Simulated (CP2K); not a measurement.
PtSe:

```
Pt Se
1.0
     3.70187    0.00000    0.00000
    -1.85094    3.20591    0.00000
     0.00000    0.00000    3.61284
Pt Se
1 1
Direct
  0.00000 0.00000 0.00000
  0.66667 0.33333 0.50000
```

The cell comes from a database or a generator and needn't be the stable form of this composition.

Base run:

```yaml
Program: CP2K 2026.2
Functional: PBEsol
Potentials_or_basis: GTH_POTENTIALS Pt GTH-PBE-q18, Se GTH-PBE-q6; DZVP-MOLOPT-SR-GTH basis
Density_cutoff: 6123 eV
k_mesh: 8 × 8 × 7
Occupations: fermi-dirac, width 0.05 eV
Spin: no spin polarisation
```

Its results: band gap on the k mesh none (metal or under the smearing width); pressure -15.4 GPa.

**Question.** The run is repeated on the same cell with these changes: functional from PBEsol to PBE. What comes out?

**Answer.** Band gap on the k mesh none (metal or under the smearing width); pressure -11.1 GPa.

PBE binds less tightly than PBEsol, so the same cell stands under more pressure.

Caveats: spin-orbit coupling is left out, which moves the levels of the heavy elements; the basis of atomic orbitals isn't converged, which shifts pressures, moduli and gaps; the potentials were made for another functional, which shifts forces and pressure (some runs).
